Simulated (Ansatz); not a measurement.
**C₂HBrO: one species, many methods**

One table from this session's results is given with a row withheld; the runs are named, their logs left out.

Method: functionals in def2-TZVPP, the program's frozen cores in correlated methods; program: Ansatz 0.2.0, Gaussian basis.

Plan: LDA (SPW92), PBE-D4, revPBE-D4, BLYP-D4, r2SCAN-D4, B97M-V, PBE0-D4, B3LYP-D4, r2SCANh-D4, r2SCAN0-D4, HSE06-D4, BHLYP-D4, CAM-B3LYP-D4, LC-ωPBE, ωB97X-V, ωB97M-V, B2PLYP, PBE-QIDH; CCSD(T)/def2-SVP; CCSD(T)/def2-TZVPP; MP2/def2-QZVPP; extrapolation to the limit; RPA on PBE.

## The relaxed structure

All runs share one geometry, relaxed beforehand with PBE0-D4 in a triple-zeta def2 set.

5 atoms, charge 0, spin multiplicity 1.

Atoms are counted from 1 here; the program's logs count them from 0.

Bond lengths: Br1–C3 1.878 Å, C2–C3 1.309 Å, C2–O4 1.156 Å, C3–H5 1.078 Å. Angles: C3–C2–O4 179.8°, Br1–C3–C2 119.0°, Br1–C3–H5 119.1°, C2–C3–H5 121.8°.

Set-up of the first run:

in.yaml

```yaml
crystal:
  periodic: [false, false, false]
  atoms:
    - {symbol: Br, position_ang: [-1.252918, 0.637464, 1.438651]}
    - {symbol: C, position_ang: [0.059557, -0.154689, -0.857952]}
    - {symbol: C, position_ang: [0.194211, -0.015683, 0.436435]}
    - {symbol: O, position_ang: [-0.063628, -0.275729, -2.000542]}
    - {symbol: H, position_ang: [1.112679, -0.264963, 0.942109]}
basis:
  gaussian: {orbitals: def2-TZVPP}
hamiltonian: {xc: lda}
output: {orbitals: {seedname: orbitals}}
```

The run is started by

```
$ ansatz run in.yaml --threads 2 --pin off --events-out ev --progress --plain --max-ram 4352MiB
```

Among the steps run: LDA; PBE-D4 (GGA); revPBE-D4 (GGA); BLYP-D4 (GGA); r2SCAN-D4 (meta-GGA); B97M-V (meta-GGA); B3LYP-D4 (hybrid); r2SCANh-D4 (hybrid); r2SCAN0-D4 (hybrid); HSE06-D4 (hybrid); BHLYP-D4 (hybrid); CAM-B3LYP-D4 (range-separated); LC-ωPBE (range-separated); ωB97X-V (range-separated); ωB97M-V (range-separated); B2PLYP (double hybrid); PBE-QIDH (double hybrid).

One of the session's tables, all rows but one given; the rest of the session is left out.

It belongs to the step «Orbital energies across the functionals». 

| functional | HOMO (eV) | LUMO (eV) | gap (eV) |
| --- | --- | --- | --- |
| LDA (SPW92) | -5.87 | -3.46 | 2.41 |
| PBE-D4 | -5.68 | -3.19 | 2.49 |
| revPBE-D4 | ? | ? | ? |
| BLYP-D4 | -5.54 | -3.04 | 2.50 |
| r2SCAN-D4 | -5.92 | -3.02 | 2.90 |
| B97M-V | -5.97 | -2.81 | 3.16 |
| PBE0-D4 | -6.90 | -2.13 | 4.77 |
| B3LYP-D4 | -6.68 | -2.38 | 4.31 |
| r2SCANh-D4 | -6.38 | -2.63 | 3.74 |
| r2SCAN0-D4 | -7.06 | -2.05 | 5.01 |
| HSE06-D4 | -6.50 | -2.52 | 3.98 |
| BHLYP-D4 | -8.00 | -0.94 | 7.06 |
| CAM-B3LYP-D4 | -8.21 | -0.94 | 7.27 |
| LC-ωPBE | -9.52 | 0.29 | 9.81 |
| ωB97X-V | -9.16 | 0.21 | 9.38 |
| ωB97M-V | -9.05 | 0.14 | 9.19 |

Estimate the missing values for revPBE-D4.

As computed: HOMO (eV): -5.62; LUMO (eV): -3.09; gap (eV): 2.53. In the column «HOMO (eV)» it lies between PBE-D4 (-5.68) and BLYP-D4 (-5.54).
